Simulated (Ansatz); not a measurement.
# ScGe4: what a guessed cell relaxes into

Aim: relax a trial structure of ScGe4 and see where it ends.

Program: Ansatz 0.2.0. Level of theory: DFT PBE, scalar-relativistic, plane waves, PAW. These are calculated values, not measurements.

## (1) The starting structure

Symmetry: P-4c2, No. 116, tetragonal system. The conventional cell has a = 5.162 Å, b = 5.162 Å, c = 6.364 Å, α = 90.00°, β = 90.00°, γ = 90.00°. Sc (site symmetry 222) has 8 Ge at 2.86 to 3.20 Å and 2 Sc at 3.18 Å as nearest neighbours. Around Ge (site symmetry 1) lie 4 Ge at 2.28 to 2.53 Å.

Coordinates:

```cif
data_structure
_symmetry_space_group_name_H-M 'P-4c2'
_symmetry_Int_Tables_number 116
_cell_length_a 5.1618
_cell_length_b 5.1618
_cell_length_c 6.3638
_cell_angle_alpha 90.000
_cell_angle_beta 90.000
_cell_angle_gamma 90.000
_cell_volume 169.56
loop_
_atom_site_label
_atom_site_type_symbol
_atom_site_symmetry_multiplicity
_atom_site_Wyckoff_symbol
_atom_site_fract_x
_atom_site_fract_y
_atom_site_fract_z
_atom_site_occupancy
Sc1 Sc 2 a 0.00000 0.00000 0.25000 1
Ge1 Ge 8 j 0.46127 0.75983 0.90354 1
```

Recipe of the guess: 4-connected net of one element, guests in its cages (P-4c2, No. 116). The dimensions are guesses.

## (2) Probe: one point on a coarse mesh

input.yaml

```yaml
crystal:
  lattice:
    - [5.16178364, 0.0, 0.0]
    - [0.0, 5.16178364, 0.0]
    - [0.0, 0.0, 6.36378789]
  atoms:
    - { symbol: Sc, position: [0.0, 0.0, 0.25] }
    - { symbol: Sc, position: [0.0, 0.0, 0.75] }
    - { symbol: Ge, position: [0.461272, 0.75983202, 0.90354] }
    - { symbol: Ge, position: [0.538728, 0.75983202, 0.40354] }
    - { symbol: Ge, position: [0.75983202, 0.538728, 0.09646] }
    - { symbol: Ge, position: [0.24016798, 0.461272, 0.09646] }
    - { symbol: Ge, position: [0.75983202, 0.461272, 0.59646] }
    - { symbol: Ge, position: [0.461272, 0.24016798, 0.40354] }
    - { symbol: Ge, position: [0.24016798, 0.538728, 0.59646] }
    - { symbol: Ge, position: [0.538728, 0.24016798, 0.90354] }
basis:
  ecutwfc: 420
kpoints:
  mp_grid: { grid: [4, 4, 4] }
hamiltonian:
  xc: pbe
scf:
  occupations: { method: gaussian, width: 0.1 }
  lower_state_search: "off"
output:
  forces: true
  stress: true
  eigenvalues: true
```

Command:

```sh
ansatz run input.yaml --threads 1 --pin off --max-ram 2560MiB --backend cpu --events-out ev --progress --plain --runs-dir out
```

The session goes on with these runs: rough relaxation on the coarse mesh; spin check on a coarse mesh; full relaxation.

**Question.** What will these runs give? Wanted: conventional cell; volume; energy over the elements; gap on the mesh.

**Answer**, as computed:

| quantity | value |
| --- | --- |
| symmetry at the end (tolerance 0.05 Å) | space group P4/mmm (No. 123) |
| conventional cell | a = 6.010 Å, b = 6.010 Å, c = 2.911 Å, α = 90.00°, β = 90.00°, γ = 90.00° |
| volume | 21.03 Å³/atom |
| energy over the elements | -0.14 eV/atom |
| gap on the mesh | none (metal) |

**Reading.** The symmetry goes from space group P-4c2 (No. 116) to space group P4/mmm (No. 123), and the volume per atom grows by 24.0 % from the first guess. It lies below the elements, which doesn't yet make it stable: competing phases were not computed in this session. No finished test with a distortion of lower symmetry is shown, so the end may be a saddle point. Other magnetic orders were not searched.
